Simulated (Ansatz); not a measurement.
# Li7B: the cost of one run

Program: Ansatz 0.2.0. Level of theory: DFT PBE, scalar-relativistic, plane waves, PAW. These are calculated values, not measurements.

### Step 1. Starting point

It takes space group Fm-3m (No. 225, cubic). The conventional cell has a = 8.202 Å, b = 8.202 Å, c = 8.202 Å, α = 90.00°, β = 90.00°, γ = 90.00°. Around Li (site symmetry 4mm) lie 1 B at 1.12 Å. Li (site symmetry m-3m) is surrounded by 6 Li at 2.98 Å. B (site symmetry m-3m) has 6 Li at 1.12 Å as nearest neighbours.

Coordinates:

```xyz
8
Lattice="0.0000 4.1008 4.1008 4.1008 0.0000 4.1008 4.1008 4.1008 0.0000" Properties=species:S:1:pos:R:3 pbc="T T T"
Li    2.9783    4.1008    4.1008
Li    5.2234    4.1008    4.1008
Li    4.1008    2.9783    4.1008
Li    4.1008    5.2234    4.1008
Li    4.1008    4.1008    2.9783
Li    4.1008    4.1008    5.2234
Li    0.0000    0.0000    0.0000
B     4.1008    4.1008    4.1008
```

The cell is invented: random cell by space group and Wyckoff sites (Fm-3m, No. 225). Lengths come from tabulated atomic sizes and are only a guess.

### Step 2. A first look at the guess

Input file input.yaml:

```yaml
crystal:
  lattice:
    - [0.0, 4.1008489, 4.1008489]
    - [4.1008489, 0.0, 4.1008489]
    - [4.1008489, 4.1008489, 0.0]
  atoms:
    - { symbol: Li, position: [0.63686714, 0.36313286, 0.36313286] }
    - { symbol: Li, position: [0.36313286, 0.63686714, 0.63686714] }
    - { symbol: Li, position: [0.36313286, 0.63686714, 0.36313286] }
    - { symbol: Li, position: [0.63686714, 0.36313286, 0.63686714] }
    - { symbol: Li, position: [0.36313286, 0.36313286, 0.63686714] }
    - { symbol: Li, position: [0.63686714, 0.63686714, 0.36313286] }
    - { symbol: Li, position: [0.0, 0.0, 0.0] }
    - { symbol: B, position: [0.5, 0.5, 0.5] }
basis:
  ecutwfc: 420
kpoints:
  mp_grid: { grid: [4, 4, 4] }
hamiltonian:
  xc: pbe
scf:
  occupations: { method: gaussian, width: 0.1 }
  lower_state_search: "off"
output:
  forces: true
  stress: true
  eigenvalues: true
```

The run is started by

```bash
$ ansatz run input.yaml --threads 1 --pin off --max-ram 2048MiB --backend cpu --events-out ev --progress --plain --runs-dir out
```

Q: Estimate wall time and peak memory on 1 thread of Arm Neoverse V2, shared host.

About 2.1 s, with a peak of 0.34 GiB.
